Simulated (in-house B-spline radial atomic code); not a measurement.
# Rhenium with and without its core

A pseudopotential made with a local or semilocal functional is often used under other methods. How large is the error for rhenium?

Each job solves three atoms with an in-house B-spline radial code, non-relativistic and spherical, high spin: all electrons (AE), all electrons with the core left uncorrelated (FC), and the pseudo-atom (PS, semilocal channels for the l listed, the local potential above). Empty states run to l = 8; the Hartree-Fock start is not run with a model core. The AE exchange self-energy holds core-valence exchange, which PS lacks and its potential largely offsets, so that difference is no error by itself. The code writes a record and no log. All values are calculated.

### 1 Re⁺, PBE, core 1s 2s 2p 3s 3p 3d 4s 4p 4d, radii × 0.9, made in [Xe] 4f14 5d5 6s2

The input, settings:

```
Z = 75
electrons = 74.0
configuration = [Xe] 4f14 5d5 6s1
generated_in = [Xe] 4f14 5d5 6s2
functional = pbe,pbe
core_shells = 9
radius_factor = 0.9
core_correction = False
ion_configuration = [Xe] 4f14 5d5
```

From the record: radii s 0.923, p 1.001, d 1.249, f 1.251, local 0.972 bohr. Reference levels, all-electron and pseudo (hartree): 5s -2.56089, -2.56088; 4f -1.91317, -1.91317; 5p -1.62440, -1.62439; 5d -0.25143, -0.25143; 6s -0.17936, -0.18536.

Levels in eV; differences are from AE. Left out are levels of quasi-particle weight under 0.75 (0.6 for the top and for empty ones), unbound levels and those not matched in AE and PS.

```tsv
start	level	mean field AE	PS − AE	G0W0 AE	FC − AE	PS − AE	exchange self-energy PS − AE
PBE	6s up	-11.74	-0.28	-15.39	+0.00	-0.33	+0.23
PBE	5d up	-15.19	-0.11	-20.38	-0.04	-0.54	+1.45
PBE	5d down (empty)	-11.55	-0.07	-7.87	-0.03	-0.45	+1.58
PBE0	6s up	-12.37	-0.22	-15.28	+0.00	-0.26	+0.31
PBE0	5d up	-16.84	-0.26	-20.71	-0.05	-0.54	+1.10
PBE0	5p down	-51.59	-0.08	-55.77	-0.06	-0.55	+4.47
PBE0	5d down (empty)	-9.83	-0.18	-7.34	-0.03	-0.32	+1.25
Hartree-Fock	6s up	-13.84	+0.00	-14.99	+0.00	-0.03	+0.58
Hartree-Fock	5d up	-21.14	-1.06	-21.25	-0.04	-0.34	-0.10
Hartree-Fock	5p down	-56.92	-0.11	-56.58	-0.05	-0.20	+3.86
Hartree-Fock	6s down (empty)	-5.20	-0.08	-6.41	+0.00	-0.08	+0.19
```

```tsv
start	valence RPA correlation, FC (hartree)	PS (hartree)	RPA polarisability (no kernel), AE (bohr³)	PS (bohr³)	ionisation by RPA, AE (eV)	PS − AE (eV)
PBE	-2.0057	-2.6733	29.49	28.13	15.28	+0.24
PBE0	-1.9276	-2.5990	25.97	24.88	15.14	+0.22
Hartree-Fock	-1.7342	-2.4080	20.62	20.07	14.82	+0.17
```

It took 1.7 min on 1 thread of Intel Xeon Platinum 8259CL at 2.50GHz (Skylake/Cascade Lake), shared host.

### 2 Re⁺, PBE, core 1s 2s 2p 3s 3p 3d 4s 4p 4d, radii × 1

The input, settings:

```
Z = 75
electrons = 74.0
configuration = [Xe] 4f14 5d5 6s1
generated_in = [Xe] 4f14 5d5 6s1
functional = pbe,pbe
core_shells = 9
radius_factor = 1.0
core_correction = False
ion_configuration = [Xe] 4f14 5d5
```

From the record: radii s 1.026, p 1.112, d 1.387, f 1.39, local 1.081 bohr. Reference levels, all-electron and pseudo (hartree): 5s -2.82961, -2.82958; 4f -2.18128, -2.18128; 5p -1.89349, -1.89348; 5d -0.51489, -0.51489; 6s -0.40444, -0.40824.

Levels in eV; differences are from AE. Left out are levels of quasi-particle weight under 0.75 (0.6 for the top and for empty ones), unbound levels and those not matched in AE and PS.

```tsv
start	level	mean field AE	PS − AE	G0W0 AE	FC − AE	PS − AE	exchange self-energy PS − AE
PBE	6s up	-11.74	-0.11	-15.39	+0.00	-0.13	+0.43
PBE	5d up	-15.19	-0.01	-20.38	-0.04	-0.45	+1.30
PBE	5d down (empty)	-11.55	+0.03	-7.87	-0.03	-0.38	+1.40
PBE0	6s up	-12.37	-0.04	-15.28	+0.00	-0.06	+0.50
PBE0	5d up	-16.84	-0.17	-20.71	-0.05	-0.45	+0.93
PBE0	5p down	-51.59	+0.02	-55.77	-0.06	-0.52	+4.07
PBE0	5d down (empty)	-9.83	-0.09	-7.34	-0.03	-0.24	+1.08
Hartree-Fock	6s up	-13.84	+0.20	-14.99	+0.00	+0.20	+0.74
Hartree-Fock	5d up	-21.14	-1.00	-21.25	-0.04	-0.20	-0.35
Hartree-Fock	5p down	-56.92	-0.05	-56.58	-0.05	-0.08	+3.45
Hartree-Fock	6s down (empty)	-5.20	+0.01	-6.41	+0.00	+0.04	+0.22
```

```tsv
start	valence RPA correlation, FC (hartree)	PS (hartree)	RPA polarisability (no kernel), AE (bohr³)	PS (bohr³)	ionisation by RPA, AE (eV)	PS − AE (eV)
PBE	-2.0057	-2.5903	29.49	28.89	15.28	+0.02
PBE0	-1.9276	-2.5190	25.97	25.54	15.14	+0.00
Hartree-Fock	-1.7342	-2.3356	20.62	20.57	14.82	-0.04
```

Wall time 1.7 min (1 thread of Intel Xeon Platinum 8259CL at 2.50GHz (Skylake/Cascade Lake), shared host).

### 3 What the core costs

Of the filled levels shown, the one that moves most in G0W0 on the functional of the generation (eV):

| pseudo-atom | level | PS − AE | FC − AE | exchange self-energy PS − AE |
| --- | --- | --- | --- | --- |
| Re⁺, PBE, core 1s 2s 2p 3s 3p 3d 4s 4p 4d, radii × 0.9, made in [Xe] 4f14 5d5 6s2 | 5d up | -0.54 | -0.04 | +1.45 |
| Re⁺, PBE, core 1s 2s 2p 3s 3p 3d 4s 4p 4d, radii × 1 | 5d up | -0.45 | -0.04 | +1.30 |

For these levels the shift runs from 0.45 eV (Re⁺, PBE, core 1s 2s 2p 3s 3p 3d 4s 4p 4d, radii × 1) to 0.54 eV (Re⁺, PBE, core 1s 2s 2p 3s 3p 3d 4s 4p 4d, radii × 0.9, made in [Xe] 4f14 5d5 6s2). Leaving the core uncorrelated explains little of it; the rest belongs to the pseudopotential itself, whose orbitals are smooth and whose core-valence exchange stays at the level of its own functional. Without relativity so heavy an atom is a model system. The radii follow a simple rule and aren't optimised.
